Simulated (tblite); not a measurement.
# C2H10Cl2GeSi2: the cost of one run

Computed with tblite 0.8.0 and PySCF 2.14.0, with density-fitted response routines of our own, on a single molecule in the gas phase. Atoms are numbered from 0 throughout.

### Step 1. The starting structure

17 atoms, charge 0, multiplicity 1; geometry from: force field or distance geometry start.

Bonds of the start (Å): C0–Si1 1.86, Si1–Ge2 2.28, Si1–C3 1.87, C3–Cl4 1.80, Si1–Si5 2.25, Si5–Cl6 2.09, C0–H7 1.11, C0–H8 1.10, C0–H9 1.09, Ge2–H10 1.55, Ge2–H11 1.55, Ge2–H12 1.55, C3–H13 1.10, C3–H14 1.11, Si5–H15 1.46, Si5–H16 1.47.

### Step 2. Relaxing the molecule with GFN2-xTB

Job settings and geometry (Å):

```
{"job": {"kind": "relax", "xc": "GFN2-xTB", "basis": "xTB"}, "charge": 0, "multiplicity": 1}
C      0.032900     1.875200    -0.489600
Si    -0.109200     0.098100     0.057200
Ge    -1.343200    -1.200300    -1.360400
C     -0.865700     0.090500     1.765500
Cl    -0.221200    -1.347200     2.640700
Si     2.008200    -0.652700     0.123900
Cl     3.177200     0.605200    -1.068200
H      0.639700     2.490400     0.211000
H     -0.984400     2.286200    -0.588800
H      0.542000     1.858400    -1.457800
H     -2.433000    -1.967000    -0.560700
H     -1.967500    -0.280200    -2.445900
H     -0.387000    -2.234200    -1.998400
H     -1.948200    -0.056600     1.684400
H     -0.610800     1.030700     2.298600
H      2.017800    -2.033000    -0.344200
H      2.445400    -0.551600     1.522600
```

Launch:

```console
$ OMP_NUM_THREADS=1 python probes_run.py task.json out
```

This one command runs all jobs of the session in turn.

**Question.** How long does this first job take on 1 thread of Arm Neoverse N1, shared host, and how much memory does it need?

About 2.9 s, with a peak of 0.18 GiB.
